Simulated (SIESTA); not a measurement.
# HPbNO4 in SIESTA: the effect of functional

Crystal: HPbNO4.

```
CELL_PARAMETERS angstrom
3.85404 0.14384 0.09012
-0.25320 5.52698 0.16471
-0.48197 -1.92720 5.72025
ATOMIC_POSITIONS crystal
H 0.10913 0.65718 0.54463
Pb 0.61029 0.52127 0.15100
N 0.91580 0.96263 0.95867
O 0.01384 0.13639 0.88084
O 0.72398 0.01057 0.12858
O 0.00389 0.73732 0.87043
O 0.11927 0.59324 0.37651
```

The cell was built by a generator and needn't be a form met in nature.

Alike in all runs:

```yaml
Program: SIESTA 5.4.2
Task: band structure
Basis: DZP (energy shift 0.003 Ry; two zetas on semicore shells)
Grid_cutoff: 800 Ry
Energy_shift: 0.003 Ry
k_mesh: 7 × 5 × 5
Occupations: fermi-dirac, width 0.05 eV
Spin: no spin polarisation
```

```csv
functional,potentials or basis,gap on the mesh (eV),pressure (GPa),largest force (eV/Å)
LDA,PseudoDojo 0.4 standard (LDA files),3.11,-2.0,1.06
PBEsol,PseudoDojo 0.4 standard (PBEsol files),3.16,0.4,1.00
PBE,PseudoDojo 0.4 standard (PBE files),3.15,2.4,1.36
RPBE,PseudoDojo 0.4 standard (PBE files),?,?,?
BLYP,PseudoDojo 0.4 standard (PBE files),3.15,5.0,2.24
AM05,PseudoDojo 0.4 standard (PBEsol files),3.18,0.8,0.86
```

**Question.** What does the run with functional RPBE give?

**Answer.** gap on the mesh 3.16 eV; pressure 3.9 GPa; largest force 1.45 eV/Å.

Caveats: spin-orbit coupling is left out, which as a rule narrows the gap of such compounds by several tenths of an eV; the basis of atomic orbitals isn't converged, which shifts pressures, moduli and gaps; forces of over 1 eV/Å show positions far from the minimum, so gaps and moduli don't describe the material at rest (some runs); the potentials were made for another functional, which shifts forces and pressure (some runs).

A k mesh can miss the band edges.
